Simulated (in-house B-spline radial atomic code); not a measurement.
**Sm²⁺ in a hard spherical wall**

What does confinement do to Sm²⁺? The free system is solved first, then the same system inside hard walls. More than one configuration is followed.

The numbers are computed with in-house B-spline radial atomic code version 1 (non-relativistic r2SCAN, spin-polarised, spherical fractional occupations, point nucleus, basis-set limit), except any that are marked as measured or tabulated.

**1. The atom as given**

```
element       : samarium (Z = 62)
charge        : +2
electrons     : 60
configuration : [Xe] 4f6
Hamiltonian   : non-relativistic
nucleus       : point
```

Outer shells as boxes (Hund's rule):

[Xe] 4f6
```
[Xe] core
4f [↑ ][↑ ][↑ ][↑ ][↑ ][↑ ][  ]
```

Where spins are not typed, each open shell is filled with up spins first.

**2. The free system**

The run's settings:

```ini
Z = 62
electrons = 60.0
configuration = [Xe] 4f6
hamiltonian = nr
method = r2scan
spin_polarised = True
```

**3. Wall at 5.88 bohr, configuration [Xe] 4f6**

Settings: those of step 2 with these lines changed.

```diff
@@ -6 +6,2 @@
 spin_polarised = True
+wall_radius = 5.88
```

**4. Wall at 3.29 bohr, configuration [Xe] 4f6**

Settings: those of step 3 with these lines changed.

```diff
@@ -6,2 +6,2 @@
 spin_polarised = True
-wall_radius = 5.88
+wall_radius = 3.29
```

**5. Wall at 1.27 bohr, configuration [Xe] 4f6**

Settings: those of step 4 with these lines changed.

```diff
@@ -6,2 +6,2 @@
 spin_polarised = True
-wall_radius = 3.29
+wall_radius = 1.27
```

**6. Wall at 5.88 bohr, configuration [Kr] 4d9 4f7 5s2 5p6**

The run's settings:

```ini
Z = 62
electrons = 60.0
configuration = [Kr] 4d9 4f7 5s2 5p6
hamiltonian = nr
method = r2scan
spin_polarised = True
wall_radius = 5.88
```

**7. Wall at 3.29 bohr, configuration [Kr] 4d9 4f7 5s2 5p6**

Settings: those of step 6 with these lines changed.

```diff
@@ -6,2 +6,2 @@
 spin_polarised = True
-wall_radius = 5.88
+wall_radius = 3.29
```

**8. Wall at 1.27 bohr, configuration [Kr] 4d9 4f7 5s2 5p6**

Settings: those of step 7 with these lines changed.

```diff
@@ -6,2 +6,2 @@
 spin_polarised = True
-wall_radius = 3.29
+wall_radius = 1.27
```

**9. Wall at 5.88 bohr, configuration [Kr] 4d10 4f7 5s2 5p5**

The run's settings:

```ini
Z = 62
electrons = 60.0
configuration = [Kr] 4d10 4f7 5s2 5p5
hamiltonian = nr
method = r2scan
spin_polarised = True
wall_radius = 5.88
```

**10. Wall at 3.29 bohr, configuration [Kr] 4d10 4f7 5s2 5p5**

Settings: those of step 9 with these lines changed.

```diff
@@ -6,2 +6,2 @@
 spin_polarised = True
-wall_radius = 5.88
+wall_radius = 3.29
```

**11. Wall at 1.27 bohr, configuration [Kr] 4d10 4f7 5s2 5p5**

Settings: those of step 10 with these lines changed.

```diff
@@ -6,2 +6,2 @@
 spin_polarised = True
-wall_radius = 3.29
+wall_radius = 1.27
```

What do the energy and the highest level do as the wall closes in, and which configuration is lower at each radius?

As calculated:

| configuration | radius (bohr) | energy above the free system (eV) | highest level (eV) |
| --- | --- | --- | --- |
| [Xe] 4f6 | 5.88 | 0.0115 | -20.171 (4f up) |
| [Xe] 4f6 | 3.29 | 9.715 | -15.771 (4f up) |
| [Xe] 4f6 | 1.27 | 2517.17 | 306.71 (5p down) |
| [Kr] 4d9 4f7 5s2 5p6 | 5.88 | 120.66 | -21.950 (4f up) |
| [Kr] 4d9 4f7 5s2 5p6 | 3.29 | 130.16 | -17.692 (4f up) |
| [Kr] 4d9 4f7 5s2 5p6 | 1.27 | 2648.30 | 307.01 (5p down) |
| [Kr] 4d10 4f7 5s2 5p5 | 5.88 | 15.169 | -17.242 (4f up) |
| [Kr] 4d10 4f7 5s2 5p5 | 3.29 | 25.193 | -12.442 (4f up) |
| [Kr] 4d10 4f7 5s2 5p5 | 1.27 | 2364.48 | 311.20 (5p down) |

For [Xe] 4f6 the energy above the free reference is 0.0115 eV at 5.88 bohr and 2517.17 eV at 1.27 bohr. Its highest level passes zero between 3.29 and 1.27 bohr; in smaller spheres the level is positive, pushed up by confinement, and the wall keeps the electron in. Of [Xe] 4f6 and [Kr] 4d9 4f7 5s2 5p6, the first stays lower at every radius that both share. At 1.27 bohr the lowest of all 3 is [Kr] 4d10 4f7 5s2 5p5. A hard wall is a crude model of an atom's surroundings.
